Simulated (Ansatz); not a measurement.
**BClH₆Si₂: up Jacob's ladder to CCSD(T)**

An exercise on one series of results from a longer session: the logs are not shown, and one member is left open.

The runs use Ansatz 0.2.0, Gaussian basis; functionals in def2-TZVPP, the program's frozen cores in correlated methods.

Levels to be run: LDA (SPW92), PBE-D4, revPBE-D4, BLYP-D4, r2SCAN-D4, B97M-V, PBE0-D4, B3LYP-D4, r2SCANh-D4, r2SCAN0-D4, HSE06-D4, BHLYP-D4, CAM-B3LYP-D4, LC-ωPBE, ωB97X-V, ωB97M-V, B2PLYP, PBE-QIDH; CCSD(T)/def2-SVP; CCSD(T)/def2-TZVPP; MP2/def2-QZVPP; extrapolation to the limit; RPA on PBE.

### The geometry

The geometry comes from an earlier relaxation with PBE0-D4 in a triple-zeta def2 set; it is a stationary point, not always the lowest conformer.

10 atoms, charge 0, spin multiplicity 1.

Atoms are counted from 1 here; the program's logs count them from 0.

Bond lengths: B1–Si2 1.990 Å, B1–H5 1.193 Å, B1–H6 1.197 Å, Si2–Si3 2.353 Å, Si2–Cl4 2.073 Å, Si2–H7 1.489 Å, Si3–H8 1.486 Å, Si3–H9 1.486 Å, Si3–H10 1.488 Å. Angles: Si2–B1–H5 123.0°, Si2–B1–H6 118.3°, H5–B1–H6 118.6°, B1–Si2–Si3 107.4°, B1–Si2–Cl4 114.0°, B1–Si2–H7 112.2°, Si3–Si2–Cl4 107.5°, Si3–Si2–H7 108.3°, Cl4–Si2–H7 107.1°, Si2–Si3–H8 110.0°, Si2–Si3–H9 109.3°, Si2–Si3–H10 109.7°, H8–Si3–H9 109.3°, H8–Si3–H10 109.1°, H9–Si3–H10 109.5°.

Set-up of the first run:

in.yaml reads:

```yaml
crystal:
  periodic: [false, false, false]
  atoms:
    - {symbol: B, position_ang: [-1.141282, 1.447066, -0.624407]}
    - {symbol: Si, position_ang: [0.017941, -0.143611, -0.915971]}
    - {symbol: Si, position_ang: [0.855791, -0.799980, 1.182101]}
    - {symbol: Cl, position_ang: [-0.973122, -1.772140, -1.729525]}
    - {symbol: H, position_ang: [-2.333267, 1.394210, -0.644476]}
    - {symbol: H, position_ang: [-0.618493, 2.485169, -0.340003]}
    - {symbol: H, position_ang: [1.171312, 0.157645, -1.807666]}
    - {symbol: H, position_ang: [-0.268972, -1.091098, 2.109162]}
    - {symbol: H, position_ang: [1.686293, -2.021606, 1.019191]}
    - {symbol: H, position_ang: [1.686898, 0.293145, 1.754492]}
basis:
  gaussian: {orbitals: def2-TZVPP}
hamiltonian: {xc: lda}
output: {orbitals: {seedname: orbitals}}
```

The run is started by

```
> ansatz run in.yaml --threads 2 --pin off --events-out ev --progress --plain --max-ram 4352MiB
```

Steps of the session up to this table: LDA; PBE-D4 (GGA); revPBE-D4 (GGA); BLYP-D4 (GGA); r2SCAN-D4 (meta-GGA); B97M-V (meta-GGA); B3LYP-D4 (hybrid); r2SCANh-D4 (hybrid); r2SCAN0-D4 (hybrid); HSE06-D4 (hybrid); BHLYP-D4 (hybrid); CAM-B3LYP-D4 (range-separated); LC-ωPBE (range-separated); ωB97X-V (range-separated); ωB97M-V (range-separated); B2PLYP (double hybrid); PBE-QIDH (double hybrid).

One of the session's tables, all rows but one given; the rest of the session is left out.

It belongs to the step «Frontier levels by functional». 

```
  functional  HOMO (eV)  LUMO (eV)  gap (eV)
 LDA (SPW92)      -6.80      -3.97      2.83
      PBE-D4      -6.71      -3.71      3.00
   revPBE-D4      -6.67      -3.59      3.07
     BLYP-D4      -6.57      -3.53      3.04
   r2SCAN-D4      -6.96      -3.41      3.55
      B97M-V          ?          ?         ?
     PBE0-D4      -7.83      -2.76      5.07
    B3LYP-D4      -7.63      -2.95      4.68
  r2SCANh-D4      -7.37      -3.09      4.28
  r2SCAN0-D4      -7.99      -2.60      5.39
    HSE06-D4      -7.44      -3.14      4.29
    BHLYP-D4      -8.85      -1.72      7.13
CAM-B3LYP-D4      -9.09      -1.65      7.44
     LC-ωPBE     -10.39      -0.50      9.89
     ωB97X-V     -10.06      -0.60      9.47
     ωB97M-V      -9.85      -0.84      9.00
```

**Question.** Estimate the row for B97M-V.

**Answer.** HOMO (eV): -7.08; LUMO (eV): -3.56; gap (eV): 3.52. In the column «HOMO (eV)» it lies between r2SCANh-D4 (-7.37) and r2SCAN-D4 (-6.96).
